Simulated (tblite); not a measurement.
# C6H11ClOSi: the cost of one run

Computed with tblite 0.8.0 and PySCF 2.14.0, with density-fitted response routines of our own, on a single molecule in the gas phase. Atoms count from 0, in the outputs and in this text.

## 1. Starting geometry

20 atoms, charge 0, multiplicity 1; geometry from: force field or distance geometry start.

Bonds of the start (Å): C0–C1 1.51, C1–C2 1.50, C1–C3 1.49, C3–Si4 1.85, C3–C5 1.32, C5–C6 1.47, C6–O7 1.27, C6–Cl8 1.75, C0–H9 1.14, C0–H10 1.09, C0–H11 1.12, C1–H12 1.15, C2–H13 1.12, C2–H14 1.08, C2–H15 1.11, Si4–H16 1.48, Si4–H17 1.47, Si4–H18 1.48, C5–H19 1.06.

## 2. Geometry optimisation with GFN2-xTB

Job settings and geometry (Å):

```
{"job": {"kind": "relax", "xc": "GFN2-xTB", "basis": "xTB"}, "charge": 0, "multiplicity": 1}
C     -1.880800     0.874800    -0.242200
C     -1.028500    -0.178800     0.418800
C     -1.518600    -1.565200     0.135200
C      0.418100     0.028400     0.130200
Si     1.167700     1.688300     0.471500
C      1.205200    -0.923600    -0.344500
C      2.630800    -0.658100    -0.612400
O      3.168400     0.468200    -0.391800
Cl     3.643200    -1.942600    -1.242800
H     -2.863900     0.415000    -0.580800
H     -1.369100     1.378300    -1.063300
H     -2.169800     1.651700     0.506300
H     -1.178100    -0.006800     1.543000
H     -2.509700    -1.703300     0.643300
H     -0.867000    -2.370900     0.456500
H     -1.724100    -1.637800    -0.951400
H      0.049000     2.534100     0.952700
H      2.235200     1.582900     1.470100
H      1.735500     2.282500    -0.754400
H      0.851300    -1.906300    -0.546800
```

Started as:

```sh
$ OMP_NUM_THREADS=1 python probes_run.py task.json out
```

The driver reads the jobs from task.json and runs them one after another.

Q: Estimate the wall time and peak memory of this first job on 1 thread of Arm Neoverse V2, shared host.

About 1.1 s, with a peak of 0.18 GiB.
